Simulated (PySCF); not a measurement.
**C2H7Ga (SMILES [CH3][GaH][CH3]): levels of theory compared**

Aim: a comparison of 5 runs (HF/3-21G, PBE0/STO-3G, B3LYP/6-31G*, PBE0/cc-pVDZ, MP2/def2-SVP) of C2H7Ga. 

The results are computed with PySCF 2.14.0.

### Step 1. Starting point

C2H7Ga: 10 atoms, total charge 0, spin state singlet. As SMILES, `[CH3][GaH][CH3]`. The shape is that of a PBE0-D4/def2-TZVP optimisation.

Bond lengths: C1–Ga2 1.971 Å, Ga2–C3 1.971 Å, C1–H4 1.096 Å, C1–H5 1.091 Å, C1–H6 1.092 Å, Ga2–H7 1.579 Å, C3–H8 1.096 Å, C3–H9 1.091 Å, C3–H10 1.092 Å. Some angles: C1–Ga2–C3 120.1°, C1–Ga2–H7 120.0°, C3–Ga2–H7 119.9°, Ga2–C1–H4 109.0°, Ga2–C1–H5 112.5°, Ga2–C1–H6 111.5°, Ga2–C3–H8 109.0°, Ga2–C3–H9 112.5°, Ga2–C3–H10 111.5°, H4–C1–H5 107.5°.

### Step 2. Energy and forces at HF/3-21G (run 1)

The input, calc.py:

```python
from pyscf import gto, scf

molecule = gto.Mole()
molecule.atom = '''
C       -1.063400       1.142800      -0.711800
Ga       0.649000       0.266100      -0.281300
C        0.681500      -1.321500       0.886900
H       -1.533700       0.614200      -1.548200
H       -0.935400       2.183800      -1.011500
H       -1.759700       1.095200       0.128600
H        1.997300       0.836500      -0.872600
H        0.687700      -0.994000       1.932300
H        1.569300      -1.935900       0.730500
H       -0.209600      -1.938300       0.750100
'''
molecule.basis = '3-21g'
molecule.max_memory = 1860
molecule.verbose = 3
molecule.spin = 0
molecule.build()

mf = scf.RHF(molecule)
mf.conv_tol = 1e-10
mf.kernel()
if not mf.converged:
    mf = mf.newton().run(mf.mo_coeff, mf.mo_occ)

etot = mf.e_tot
print(f'total energy: {etot:.8f} hartree')
grad = mf.nuc_grad_method().kernel()
mf.analyze()
```

Started as:

```bash
OMP_NUM_THREADS=1 python calc.py
```

What it wrote:

```text
converged SCF energy = -1993.21568708544
[... 14 lines left out ...]
MO #5   energy= -42.2129374304085  occ= 2
[... 6 lines left out ...]
MO #12  energy= -1.09288940985602  occ= 2
[... 6 lines left out ...]
MO #19  energy= -0.548870196544192 occ= 2
[... 6 lines left out ...]
MO #26  energy= 0.0684380685748713 occ= 0
[... 6 lines left out ...]
MO #33  energy= 0.34444391699462   occ= 0
[... 6 lines left out ...]
MO #40  energy= 0.944583894497933  occ= 0
[... 6 lines left out ...]
MO #47  energy= 1.34643366591116   occ= 0
[... 6 lines left out ...]
MO #54  energy= 2.00822694711512   occ= 0
[... 11 lines left out ...]
Dipole moment(X, Y, Z, Debye): -0.45432, -0.19231,  0.19945
```

It took 5.4 s on 1 thread of Intel Xeon at 2.50GHz (Skylake/Cascade Lake), shared host; peak memory 0.13 GiB.

### Step 3. Energy and forces at PBE0/STO-3G (run 2)

The input, run.py:

```python
import pyscf.grad
from pyscf import gto, dft

mol = gto.M(
    atom='''
C     -2.009535     2.159579    -1.345107
Ga     1.226432     0.502856    -0.531580
C      1.287848    -2.497273     1.675998
H     -2.898273     1.160670    -2.925674
H     -1.767650     4.126784    -1.911458
H     -3.325351     2.069628     0.243019
H      3.774350     1.580756    -1.648975
H      1.299565    -1.878388     3.651518
H      2.965547    -3.658321     1.380445
H     -0.396087    -3.662856     1.417484
''',
    unit='bohr',
    basis='sto-3g',
    max_memory=1860,
    verbose=4,
)

mf = dft.RKS(mol, xc='pbe0')
mf.grids.level = 5
mf.conv_tol = 1e-10
mf.kernel()
if not mf.converged:
    mf = mf.newton().run(mf.mo_coeff, mf.mo_occ)

e_tot = mf.e_tot
print('Final energy', e_tot)
grad = mf.Gradients().kernel()
mf.analyze()
```

Started as:

```bash
OMP_NUM_THREADS=1 python run.py
```

What it wrote:

```text
PySCF version 2.14.0

[... 103 lines left out ...]
converged SCF energy = -1981.3838207937
[... 18 lines left out ...]
Two-electron Coulomb Energy =         1056.001746238634269
[... 7 lines left out ...]
MO #5   energy= -40.477716371883   occ= 2
[... 5 lines left out ...]
MO #11  energy= -3.3857623381019   occ= 2
[... 5 lines left out ...]
MO #17  energy= -0.361977341614376 occ= 2
[... 5 lines left out ...]
MO #23  energy= -0.0842025051968162 occ= 2
[... 5 lines left out ...]
MO #29  energy= 0.358718931024208  occ= 0
[... 5 lines left out ...]
MO #35  energy= 0.534855771492291  occ= 0
[... 48 lines left out ...]
Dipole moment(X, Y, Z, Debye): -0.34102, -0.14485,  0.15176
```

Run time: 43 s. Hardware: 1 thread of Intel Xeon at 2.50GHz (Skylake/Cascade Lake), shared host; peak memory 0.41 GiB.

Runs 3 to 4 aren't shown in full; the table further down has their settings and results.

### Step 4. Energy and gradient at MP2/def2-SVP (run 5)

The input, input.py:

```python
from pyscf import gto, scf, mp

mol = gto.Mole()
mol.atom = [
    ('C', (-1.063400, 1.142800, -0.711800)),
    ('Ga', (0.649000, 0.266100, -0.281300)),
    ('C', (0.681500, -1.321500, 0.886900)),
    ('H', (-1.533700, 0.614200, -1.548200)),
    ('H', (-0.935400, 2.183800, -1.011500)),
    ('H', (-1.759700, 1.095200, 0.128600)),
    ('H', (1.997300, 0.836500, -0.872600)),
    ('H', (0.687700, -0.994000, 1.932300)),
    ('H', (1.569300, -1.935900, 0.730500)),
    ('H', (-0.209600, -1.938300, 0.750100)),
]
mol.basis = 'def2-svp'
mol.verbose = 4
mol.charge = 0
mol.max_memory = 1860
mol.build()

myscf = scf.RHF(mol)
myscf.conv_tol = 1e-10
myscf.kernel()
if not myscf.converged:
    myscf = myscf.newton().run(myscf.mo_coeff, myscf.mo_occ)

pt = mp.MP2(myscf, frozen=11).run()
energy = pt.e_tot
print('Final energy', energy)
grad = pt.nuc_grad_method().kernel()
myscf.analyze()
```

Started as:

```bash
OMP_NUM_THREADS=1 python input.py
```

What it wrote:

```text
PySCF version 2.14.0

[... 92 lines left out ...]
MO #4   energy= -42.4713927289087  occ= 2
[... 12 lines left out ...]
MO #17  energy= -0.912977167717572 occ= 2
[... 12 lines left out ...]
MO #30  energy= 0.251114482721195  occ= 0
[... 12 lines left out ...]
MO #43  energy= 0.637382662819863  occ= 0
[... 12 lines left out ...]
MO #56  energy= 1.04602303157023   occ= 0
[... 12 lines left out ...]
MO #69  energy= 2.03303268070754   occ= 0
[... 12 lines left out ...]
MO #82  energy= 2.52954438786871   occ= 0
[... 12 lines left out ...]
MO #95  energy= 3.30383884768192   occ= 0
[... 108 lines left out ...]
Dipole moment(X, Y, Z, Debye): -0.49182, -0.20797,  0.21557
```

It took 42 s on 1 thread of Intel Xeon at 2.50GHz (Skylake/Cascade Lake), shared host; peak memory 0.96 GiB.

### Step 5. All runs side by side

| run | level | integration grid | Cartesian functions | energy (Eh) | dipole moment (D) of the reference | HOMO energy (eV) | LUMO energy (eV) | wall time |
| --- | --- | --- | --- | --- | --- | --- | --- | --- |
| 1 | HF/3-21G | – | no | -1993.215687 | 0.53 | -10.40 | 1.86 | 5.4 s |
| 2 | PBE0/STO-3G | 5 | no | -1981.383821 | 0.40 | -2.05 | 0.60 | 43 s |
| 3 | B3LYP/6-31G* (Cartesian functions) | 5 | yes | -2005.047717 | 0.70 | -7.23 | -1.12 | 58 s |
| 4 | PBE0/cc-pVDZ | 5 | no | -2004.877902 | 0.68 | -7.57 | -0.89 | 75 s |
| 5 | MP2/def2-SVP | – | no | -2003.259158 | 0.58 | -10.57 | 1.90 | 42 s |

### Step 6. Summary of results

| quantity | value |
| --- | --- |
| run 5: total energy | -2003.25916 Eh |
| run 5: dipole moment (Hartree–Fock density) | 0.58 D |
| run 5: HOMO energy (Hartree–Fock orbitals) | -10.57 eV |
| run 5: LUMO energy (Hartree–Fock orbitals) | 1.90 eV |
| run 5: HOMO–LUMO gap (Hartree–Fock orbitals) | 12.47 eV |
| run 5: correlation energy (11 core orbitals frozen) | -514.4 mEh |
| run 5: largest force on an atom | 0.275 eV/Å |

What this shows: Over runs 1, 2, 3, 4 the dipole moment (its size) runs from 0.40 D (PBE0/STO-3G) to 0.70 D (B3LYP/6-31G*). The two ends differ in method and basis. Over runs 1, 2, 3, 4 the HOMO–LUMO gap runs from 2.65 eV (PBE0/STO-3G) to 12.26 eV (HF/3-21G). Totals of different functionals can't be ranked against each other. In run 2 the basis is minimal, so the values are rough. All runs together took 3.7 min, the longest 75 s.
